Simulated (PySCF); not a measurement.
# [HfCl2]2+: structure and properties

Aim: find the relaxed shape of [HfCl2]2+, test it by its vibrations, and read charges and levels. It is a constructed species; whether it can be made isn't addressed.

The runs use PySCF 2.14.0; PBE0, Hf def2-SVP with ECP60, Cl def2-SVP; scalar-relativistic core potentials, no spin–orbit coupling.

1 further run of the same task is left out (for a known fault of the program).

### 1 Where the work starts

3 atoms, charge 2, spin multiplicity 1.

Bond lengths: Hf1–Cl2 2.362 Å, Hf1–Cl3 2.362 Å. Angles: Cl2–Hf1–Cl3 131.8°.

As a file:

```
Hf    0.00000    0.00000    0.00000
Cl    2.15610    0.00000    0.96490
Cl   -2.15610    0.00000    0.96490
```

Formal oxidation states: Hf +4.

### 2 SCF at the start, singlet

File run.py (the lines that set the calculation):

```python
mol = gto.M(atom='''
Hf     0.00000     0.00000     0.00000
Cl     2.15610     0.00000     0.96490
Cl    -2.15610     0.00000     0.96490''',
    basis={'Hf': 'def2-SVP', 'Cl': 'def2-SVP'},
    ecp={'Hf': 'def2-SVP'},
    charge=2, spin=0)
mf = dft.RKS(mol, xc='PBE0')
mf.grids.atom_grid = (50, 194)
mf = mf.density_fit()  # fitting sets: Hf def2-universal-JKFIT, Cl def2-universal-JKFIT
mf.conv_tol = 1e-08; mf.max_cycle = 55
mf.kernel(dm0)  # dm0: free metal ions and neutral atoms
```

Started as:

```bash
$ OMP_NUM_THREADS=2 python run.py
```

The program printed:

```text
init E= -967.50449630224
  HOMO = -0.791187486290944  LUMO = -0.625478379970724  gap/eV = 4.50917
cycle= 1 E= -967.035777966448  delta_E= 0.469  |g|= 0.375  |ddm|= 2.15
  HOMO = -0.714141722803306  LUMO = -0.633809057789748  gap/eV = 2.18596
cycle= 2 E= -966.852943830359  delta_E= 0.183  |g|= 0.876  |ddm|= 1.24
  HOMO = -0.750313320686525  LUMO = -0.572078535236058  gap/eV = 4.85002
cycle= 3 E= -967.062081895259  delta_E= -0.209  |g|= 0.226  |ddm|= 1.09
  HOMO = -0.754113901528626  LUMO = -0.597998411189121  gap/eV = 4.24812
cycle= 4 E= -967.078316780311  delta_E= -0.0162  |g|= 0.0502  |ddm|= 0.299
  HOMO = -0.756089192378992  LUMO = -0.593935216919983  gap/eV = 4.41243
cycle= 5 E= -967.079140018332  delta_E= -0.000823  |g|= 0.00538  |ddm|= 0.0513
  HOMO = -0.756053367309194  LUMO = -0.593267616881851  gap/eV = 4.42963
cycle= 6 E= -967.079149978073  delta_E= -9.96e-06  |g|= 0.000524  |ddm|= 0.00633
  HOMO = -0.756064410481659  LUMO = -0.593184194127507  gap/eV = 4.43220
cycle= 7 E= -967.079150112777  delta_E= -1.35e-07  |g|= 0.000179  |ddm|= 0.00106
  HOMO = -0.756080769841962  LUMO = -0.593205379527505  gap/eV = 4.43207
cycle= 8 E= -967.079150128913  delta_E= -1.61e-08  |g|= 4.81e-05  |ddm|= 0.000336
  HOMO = -0.756079927386656  LUMO = -0.593208266083818  gap/eV = 4.43196
cycle= 9 E= -967.079150130441  delta_E= -1.53e-09  |g|= 4.73e-06  |ddm|= 0.000138
  HOMO = -0.756079629565165  LUMO = -0.593206385307589  gap/eV = 4.43201
Extra cycle  E= -967.07915013042  delta_E= 2.09e-11  |g|= 9.96e-06  |ddm|= 2.07e-05
converged SCF energy = -967.07915013042
```

Wall time 1.7 s (2 threads of Intel Xeon Platinum 8259CL at 2.50GHz (Skylake/Cascade Lake), shared host); peak memory 0.27 GiB.

It gives: E = -967.079150 Eh, HOMO -20.57 eV, LUMO -16.14 eV, Mulliken charge on Hf1 +1.74 e. 

### 3 Relaxation, singlet

Steps are kept in the start's point group, C2v.

File run.py (the lines that set the calculation):

```python
mol = gto.M(atom='''
Hf     0.00000     0.00000    -0.27006
Cl     2.15610     0.00000     0.69484
Cl    -2.15610     0.00000     0.69484''',
    basis={'Hf': 'def2-SVP', 'Cl': 'def2-SVP'},
    ecp={'Hf': 'def2-SVP'},
    charge=2, spin=0)
mf = dft.RKS(mol, xc='PBE0')
mf.grids.atom_grid = (50, 194)
mf = mf.density_fit()  # fitting sets: Hf def2-universal-JKFIT, Cl def2-universal-JKFIT
mf.conv_tol = 1e-08; mf.max_cycle = 55
mf.kernel(dm0)  # dm0: an SCF of this state at this start
# quasi-Newton relaxation in Cartesian coordinates to a largest gradient under 0.00045 Eh/bohr, steps kept in the point group
```

Started as:

```bash
$ OMP_NUM_THREADS=2 python run.py
```

The driver keeps no SCF log for this step, only its results.

Wall time 16 s (2 threads of Intel Xeon Platinum 8259CL at 2.50GHz (Skylake/Cascade Lake), shared host).

Step by step:

```
step  energy from step 1 (eV)  largest force component (eV/Å)
   1                   0.0000                          2.6038
   2                  -0.4765                          1.0383
   3                  -0.7317                          0.7420
   4                  -0.8328                          0.8133
   5                  -0.8467                          0.0433
   6                  -0.8476                          0.0100
   7                  -0.8476                          0.0003
```

Close pairs (by a distance rule), those that changed most:

```
   bond  before (Å)  after (Å)  change (Å)
Hf1–Cl2       2.362      2.202      -0.160
Hf1–Cl3       2.362      2.202      -0.160
```

It ends in C2v at E = -967.110300 Eh.

```
atom    x (Å)   y (Å)    z (Å)
 Hf1   0.0000  0.0000  -0.5483
 Cl2   1.7143  0.0000   0.8340
 Cl3  -1.7143  0.0000   0.8340
```

### 4 The relaxed geometry turned into its symmetry frame

File run.py (the lines that set the calculation):

```python
mol = gto.M(atom='''
Hf     0.00000     0.00000    -0.38686
Cl     1.71429     0.00000     0.99538
Cl    -1.71429     0.00000     0.99538''',
    basis={'Hf': 'def2-SVP', 'Cl': 'def2-SVP'},
    ecp={'Hf': 'def2-SVP'},
    charge=2, spin=0)
mf = dft.RKS(mol, xc='PBE0')
mf.grids.atom_grid = (50, 194)
mf = mf.density_fit()  # fitting sets: Hf def2-universal-JKFIT, Cl def2-universal-JKFIT
mf.conv_tol = 1e-08; mf.max_cycle = 55
mf.kernel(dm0)  # dm0: free metal ions and neutral atoms
```

Started as:

```bash
$ OMP_NUM_THREADS=2 python run.py
```

The program printed:

```text
init E= -967.561164188982
  HOMO = -0.810942735678444  LUMO = -0.628854451537341  gap/eV = 4.95487
cycle= 1 E= -967.067500364458  delta_E= 0.494  |g|= 0.402  |ddm|= 2.34
  HOMO = -0.717098447233142  LUMO = -0.576242577496025  gap/eV = 3.83288
cycle= 2 E= -967.075069743692  delta_E= -0.00757  |g|= 0.365  |ddm|= 0.69
  HOMO = -0.766117431509618  LUMO = -0.560952808323118  gap/eV = 5.58281
cycle= 3 E= -967.100037112372  delta_E= -0.025  |g|= 0.177  |ddm|= 0.497
  HOMO = -0.759892011088375  LUMO = -0.579364350429743  gap/eV = 4.91241
cycle= 4 E= -967.110050101235  delta_E= -0.01  |g|= 0.0284  |ddm|= 0.229
  HOMO = -0.760479035156728  LUMO = -0.57635800988444  gap/eV = 5.01019
cycle= 5 E= -967.110295378721  delta_E= -0.000245  |g|= 0.00373  |ddm|= 0.0291
  HOMO = -0.760631210699906  LUMO = -0.576057854832169  gap/eV = 5.02250
cycle= 6 E= -967.110299628928  delta_E= -4.25e-06  |g|= 0.000431  |ddm|= 0.00427
  HOMO = -0.760677749339663  LUMO = -0.576075075553434  gap/eV = 5.02329
cycle= 7 E= -967.110299688486  delta_E= -5.96e-08  |g|= 7.86e-05  |ddm|= 0.000588
  HOMO = -0.760675910017223  LUMO = -0.57607419684194  gap/eV = 5.02327
cycle= 8 E= -967.11029969195  delta_E= -3.46e-09  |g|= 9.73e-06  |ddm|= 0.000157
  HOMO = -0.760676274910946  LUMO = -0.576072254489197  gap/eV = 5.02333
Extra cycle  E= -967.110299692037  delta_E= -8.73e-11  |g|= 6.39e-06  |ddm|= 3.04e-05
converged SCF energy = -967.110299692037
```

It took 0.7 s on 2 threads of Intel Xeon Platinum 8259CL at 2.50GHz (Skylake/Cascade Lake), shared host.

It gives: E = -967.110300 Eh, HOMO -20.70 eV, LUMO -15.68 eV, Mulliken charge on Hf1 +1.60 e. 

### 5 Frequencies and infrared intensities

Changes to run.py (the lines that set the calculation) since step 4:

```diff
@@ -10,3 +10,4 @@
 mf = mf.density_fit()  # fitting sets: Hf def2-universal-JKFIT, Cl def2-universal-JKFIT
-mf.conv_tol = 1e-08; mf.max_cycle = 55
-mf.kernel(dm0)  # dm0: free metal ions and neutral atoms
+mf.conv_tol = 1e-10; mf.max_cycle = 55
+mf.kernel(dm0)  # dm0: the density of the relaxed state
+# Hessian and dipole derivatives by central differences of gradients, 0.02 bohr
```

Started as:

```bash
$ OMP_NUM_THREADS=2 python run.py
```

No log is kept here; the results follow.

Run time: 15 s. Hardware: 2 threads of Intel Xeon Platinum 8259CL at 2.50GHz (Skylake/Cascade Lake), shared host.

Point group C2v; negative numbers are unstable modes, and those under 60 cm⁻¹ are near the numerical noise:

```
cm⁻¹  km/mol  symmetry
 144     0.7        a1
 484    56.2        b2
 488    11.3        a1
```

### 6 Properties on a finer grid

File run.py (the lines that set the calculation):

```python
mol = gto.M(atom='''
Hf     0.00000     0.00000    -0.54828
Cl     1.71429     0.00000     0.83396
Cl    -1.71429     0.00000     0.83396''',
    basis={'Hf': 'def2-SVP', 'Cl': 'def2-SVP'},
    ecp={'Hf': 'def2-SVP'},
    charge=2, spin=0)
mf = dft.RKS(mol, xc='PBE0')
mf.grids.atom_grid = (75, 302)
mf = mf.density_fit()  # fitting sets: Hf def2-universal-JKFIT, Cl def2-universal-JKFIT
mf.conv_tol = 1e-09; mf.max_cycle = 55
mf.kernel(dm0)  # dm0: the density of the relaxed state
```

Started as:

```bash
$ OMP_NUM_THREADS=2 python run.py
```

The program printed:

```text
init E= -967.110317669209
  HOMO = -0.760664948447628  LUMO = -0.576072946926877  gap/eV = 5.02300
cycle= 1 E= -967.110317688533  delta_E= -1.93e-08  |g|= 6.65e-05  |ddm|= 0.000561
  HOMO = -0.760672876675395  LUMO = -0.576070292233782  gap/eV = 5.02329
cycle= 2 E= -967.110317688147  delta_E= 3.85e-10  |g|= 7.24e-05  |ddm|= 0.000126
  HOMO = -0.760666988464461  LUMO = -0.576077568329559  gap/eV = 5.02293
cycle= 3 E= -967.110317689191  delta_E= -1.04e-09  |g|= 4.09e-05  |ddm|= 0.000116
  HOMO = -0.760668364902181  LUMO = -0.57607396444636  gap/eV = 5.02307
cycle= 4 E= -967.110317689727  delta_E= -5.36e-10  |g|= 2.37e-06  |ddm|= 4.52e-05
  HOMO = -0.760668668795329  LUMO = -0.576074009676429  gap/eV = 5.02308
Extra cycle  E= -967.110317689729  delta_E= -1.82e-12  |g|= 1.92e-06  |ddm|= 4.4e-06
converged SCF energy = -967.110317689729
```

It took 5.2 s on 2 threads of Intel Xeon Platinum 8259CL at 2.50GHz (Skylake/Cascade Lake), shared host.

Result: E = -967.110318 Eh, HOMO -20.70 eV, LUMO -15.68 eV, Mulliken charge on Hf1 +1.60 e, largest force component 0.034 eV/Å. 

Löwdin charges:

```
atom  value (e)
 Hf1       0.87
 Cl2       0.57
 Cl3       0.57
```

Mulliken charges: Hf1 +1.60, Cl2 +0.20, Cl3 +0.20 e.

Contacts (the nearest donor of each ligand) and Mayer bond orders:

```
     contact  distance (Å)  bond order
Hf1–Cl2 (Cl)         2.202        1.82
Hf1–Cl3 (Cl)         2.202        1.82
```

Mulliken populations of Hf1 outside the core potential: s 2.30, p 6.15, d 1.84, f 0.11.

Orbitals, density, ELF and potential are computed afterwards from the orbital file.

Frontier orbitals at PBE0, with the share of their density that lies nearest to each atom:

```
orbital  energy (eV)                             lies on
 HOMO-1       -21.52  Cl2, Cl3 about 44 % each; Hf1 12 %
   HOMO       -20.70            Cl2, Cl3 about 49 % each
   LUMO       -15.68                            Hf1 94 %
```

ELF in a plane through or near 3 of the atoms.

Ten even steps from '0' (0.00) to '9' (0.90):
```
0000000000000000000000000000
0000000000000000000000000000
0000000000000000000000000000
0000001222210000122221000000
0000013455421001245543100000
0001246888753003578886421000
0002468999974114799998642000
0003699545886226885459963000
0014799255696226965529974100
0014799353774224774539974100
0014689967853553577699864100
0003568897447777447988652000
0001356774358448534776531000
0000013331269999621333100000
0000000100258998520010000000
0000000000023333200000000000
0000000000001111000000000000
0000000000000000000000000000
0000000000000000000000000000
0000000000000000000000000000
```
The map spans 8.6 Å across and 7.0 Å up, centred on the molecule. Atoms in the plane (x, y in Å): Hf1 (0.0, -0.9), Cl2 (-1.7, 0.5), Cl3 (1.7, 0.5).

On the surface of density 0.002 e/bohr³ the electrostatic potential runs, from the 1st to the 99th percentile, from 7.85 V near Cl2 to 20.56 V near Hf1.

### 7 Summary of results

```
                                              quantity                           value
                                 state and point group                    singlet, C2v
                                                 modes  144 to 488 cm⁻¹, none unstable
strongest infrared band (modes within 1.5 cm⁻¹ summed)            484 cm⁻¹ (56 km/mol)
                                     zero-point energy                        0.069 eV
                               ideal gas, 298 K, 1 bar  S = 302.7, Cp = 52.0 J/(mol K)
                                 metal–ligand contacts                          2.20 Å
                                       frontier levels  HOMO -20.70 eV, LUMO -15.68 eV
                       dipole about the centre of mass                          3.81 D
                                   mean polarisability                          6.1 Å³
```

**Reading.** All modes are real, so the structure is a minimum. The metal carries +0.87 e by Löwdin's partition against a formal +4, and bond orders to the nearest donors reach 1.82. Both measures hang on the basis. One start shape was tried, so another isomer may lie lower. The bases are small and lack diffuse functions. Spin–orbit coupling is left out.
